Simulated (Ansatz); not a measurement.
# CH5GeS (SMILES [CH3][GeH][SH]): UMP2/cc-pVDZ

Aim: the electronic atomisation energy of CH5GeS at UMP2/cc-pVDZ, from 5 runs. 

The results are computed with Ansatz 0.2.0.

30 further runs of the same task are left out: 1 that didn't finish, 29 set aside as unsound or not needed. Runs told in other sessions of the task aren't counted.

### 1 The structure to begin with

CH5GeS: 8 atoms, total charge 0, spin state doublet. SMILES: `[CH3][GeH][SH]`. The shape is that of a PBE0-D4/def2-TZVP optimisation. This is one conformer, not always the lowest.

Bond lengths: C1–Ge2 1.967 Å, Ge2–S3 2.230 Å, C1–H4 1.092 Å, C1–H5 1.090 Å, C1–H6 1.091 Å, Ge2–H7 1.552 Å, S3–H8 1.343 Å. Angles: C1–Ge2–S3 110.3°, C1–Ge2–H7 111.2°, S3–Ge2–H7 103.3°, Ge2–C1–H4 108.9°, Ge2–C1–H5 110.3°, Ge2–C1–H6 109.7°, Ge2–S3–H8 94.5°, H4–C1–H5 109.3°, H4–C1–H6 109.5°, H5–C1–H6 109.1°.

### 2 A single-point energy at UMP2/cc-pVDZ

job.yaml reads:

```yaml
crystal:
  periodic: [false, false, false]
  atoms:
    - {symbol: C, position_ang: [-0.733300, 0.635200, -0.565800]}
    - {symbol: Ge, position_ang: [0.934600, -0.393300, -0.399900]}
    - {symbol: S, position_ang: [1.033800, -1.391600, 1.591200]}
    - {symbol: H, position_ang: [-0.786300, 1.357800, 0.251000]}
    - {symbol: H, position_ang: [-1.594800, -0.030400, -0.515000]}
    - {symbol: H, position_ang: [-0.745800, 1.162700, -1.520400]}
    - {symbol: H, position_ang: [2.173100, 0.541200, -0.392200]}
    - {symbol: H, position_ang: [-0.189100, -1.938700, 1.495000]}
basis:
  gaussian: {orbitals: cc-pVDZ}
magnetization: {spin_polarized: true, initial_magnetization: 1}
correlation: {method: mp2, frozen_orbitals: {C: 1, Ge: 9, H: 0, S: 5}}
accuracy: high
```

Launch:

```
ansatz run job.yaml --threads 1 --pin off --max-ram 2610MiB --events-out events.jsonl --progress --plain --runs-dir runs
```

Output:

```text
Warning: RAYON_NUM_THREADS=1 ignored (pool sized by the plan → 1); use --threads N
Functional definition: HF
  name "HF"
  exchange = exact_x
  correlation = 0
1953 factors; integrals over basis functions are off by at most 4.5e-9 eV
mean field evaluation 1: about -68397.8307 eV, gradient 1.6e1 eV
mean field evaluation 2: about -68397.8739 eV, gradient 1.6e1 eV
mean field evaluation 4: about -68399.7769 eV, gradient 2.0e0 eV
mean field evaluation 8: about -68399.8364 eV, gradient 2.5e-1 eV
mean field evaluation 16: about -68399.8386 eV, gradient 1.4e-8 eV
mean field -68399.83859787 eV, -2513.6477053958 hartree, gradient 1.5e-8 eV, S^2 0.755342; 0 other end points of the search recorded, 0 dependent functions left out
15 core orbitals not correlated: weight in the atoms' cores, before any rotation towards them, 1.000 or more for the frozen orbitals, at most 0.000 for the correlated occupied ones
reference -68399.83859787 eV, -2513.6477053958 hartree; 15, 14 occupied and 54, 55 virtual orbitals, 1953 factors
second order -10.36220278 eV of doubles, -0.00000000 eV of singles
Total energy: -68410.20080065 eV, -2514.0285093244 hartree
```

Wall time 5.7 s (1 thread of Arm Neoverse V1, shared host); peak memory 0.34 GiB.

### 3 The C atom, same level

molecule.yaml reads:

```yaml
crystal:
  periodic: [false, false, false]
  atoms:
    - symbol: C
      position_ang: [0.000000, 0.000000, 0.000000]
basis:
  gaussian:
    orbitals: cc-pVDZ
magnetization:
  spin_polarized: true
  initial_magnetization: 2
correlation:
  method: mp2
  frozen_orbitals: {C: 1}
accuracy: high
```

Launch:

```
ansatz run molecule.yaml --threads 1 --pin off --max-ram 2610MiB --events-out events.jsonl --progress --plain --runs-dir runs
```

Output:

```text
Warning: RAYON_NUM_THREADS=1 ignored (pool sized by the plan → 1); use --threads N
Functional definition: HF
  name "HF"
  exchange = exact_x
  correlation = 0
96 factors; integrals over basis functions are off by at most 1.3e-9 eV
mean field evaluation 1: about -1025.2062 eV, gradient 5.9e0 eV
mean field evaluation 2: about -1025.2078 eV, gradient 5.9e0 eV
mean field evaluation 4: about -1025.5029 eV, gradient 2.3e-1 eV
mean field evaluation 8: about -1025.5031 eV, gradient 1.1e-3 eV
mean field evaluation 16: about -1025.5031 eV, gradient 3.3e-2 eV
mean field evaluation 32: about -1025.5027 eV, gradient 2.0e-1 eV
mean field -1025.50311696 eV, -37.6865444373 hartree, gradient 3.1e-8 eV, S^2 2.006315; 3 other end points of the search recorded, 0 dependent functions left out
1 core orbitals not correlated: weight in the atoms' cores, before any rotation towards them, 1.000 or more for the frozen orbitals, at most 0.000 for the correlated occupied ones
reference -1025.50311696 eV, -37.6865444373 hartree; 3, 1 occupied and 10, 12 virtual orbitals, 96 factors
second order -1.40860440 eV of doubles, -0.00000000 eV of singles
Total energy: -1026.91172136 eV, -37.7383096941 hartree
```

Wall time 0.06 s (1 thread of Arm Neoverse V1, shared host).

### 4 The Ge atom, same level

input.yaml reads:

```yaml
crystal:
  periodic: [false, false, false]
  atoms:
    - symbol: Ge
      position_ang: [0.000000, 0.000000, 0.000000]
basis:
  gaussian: {orbitals: cc-pVDZ}
magnetization: {spin_polarized: true, initial_magnetization: 2}
correlation: {method: mp2, frozen_orbitals: {Ge: 9}}
accuracy: high
```

Run the same way, it converges to -2075.34679 Eh (log not shown).

### 5 The H atom: the energy at UHF/cc-pVDZ

in.yaml reads:

```yaml
crystal:
  periodic: [false, false, false]
  atoms:
    - {symbol: H, position_ang: [0.000000, 0.000000, 0.000000]}
basis:
  gaussian:
    orbitals: cc-pVDZ
accuracy: high
hamiltonian:
  xc: hf
magnetization:
  spin_polarized: true
  initial_magnetization: 1
```

Launch:

```
ansatz run in.yaml --threads 1 --pin off --max-ram 2610MiB --events-out events.jsonl --progress --plain --runs-dir runs
```

Output:

```text
Warning: RAYON_NUM_THREADS=1 ignored (pool sized by the plan → 1); use --threads N
Functional definition: HF
  name "HF"
  exchange = exact_x
  correlation = 0
15 factors; integrals over basis functions are off by at most 4.6e-8 eV
mean field evaluation 1: about -13.5522 eV, gradient 1.6e0 eV
mean field evaluation 2: about -13.5522 eV, gradient 1.6e0 eV
mean field evaluation 4: about -13.5861 eV, gradient 1.4e-4 eV
mean field evaluation 8: about -13.5861 eV, gradient 4.9e-14 eV
mean field -13.58605748 eV, -0.4992784034 hartree, gradient 1.6e-10 eV, S^2 0.750000; 0 other end points of the search recorded, 0 dependent functions left out
reference -13.58605748 eV, -0.4992784034 hartree; 1, 0 occupied and 4, 5 virtual orbitals, 15 factors
Total energy: -13.58605748 eV, -0.4992784034 hartree
```

It took 0.04 s on 1 thread of Arm Neoverse V1, shared host.

### 6 The S atom

run.yaml reads:

```yaml
crystal:
  periodic: [false, false, false]
  atoms:
    - {symbol: S, position_ang: [0.000000, 0.000000, 0.000000]}
basis:
  gaussian:
    orbitals: cc-pVDZ
magnetization:
  spin_polarized: true
  initial_magnetization: 2
correlation:
  method: mp2
  frozen_orbitals: {S: 5}
accuracy: high
```

Run the same way, it converges to -397.58060 Eh (log not shown).

### 7 What came out

At UMP2/cc-pVDZ, 15 core orbitals frozen:

```
                                              quantity           value
                                molecule: total energy  -2514.02851 Eh
molecule: correlation energy (15 core orbitals frozen)      -380.8 mEh
           molecule: ⟨S²⟩ of the reference determinant           0.755
                                  C atom: total energy    -37.73831 Eh
    C atom: correlation energy (1 core orbital frozen)       -51.8 mEh
             C atom: ⟨S²⟩ of the reference determinant           2.006
                                 Ge atom: total energy  -2075.34679 Eh
  Ge atom: correlation energy (9 core orbitals frozen)       -55.1 mEh
            Ge atom: ⟨S²⟩ of the reference determinant           2.009
                                  H atom: total energy     -0.49928 Eh
                                          H atom: ⟨S²⟩           0.750
                                  S atom: total energy   -397.58060 Eh
   S atom: correlation energy (5 core orbitals frozen)       -83.8 mEh
             S atom: ⟨S²⟩ of the reference determinant           2.007
                         electronic atomisation energy       23.576 eV
```

What this shows: Taking the molecule apart into free atoms costs 23.58 eV (544 kcal/mol), before zero-point energy and without spin-orbit coupling.
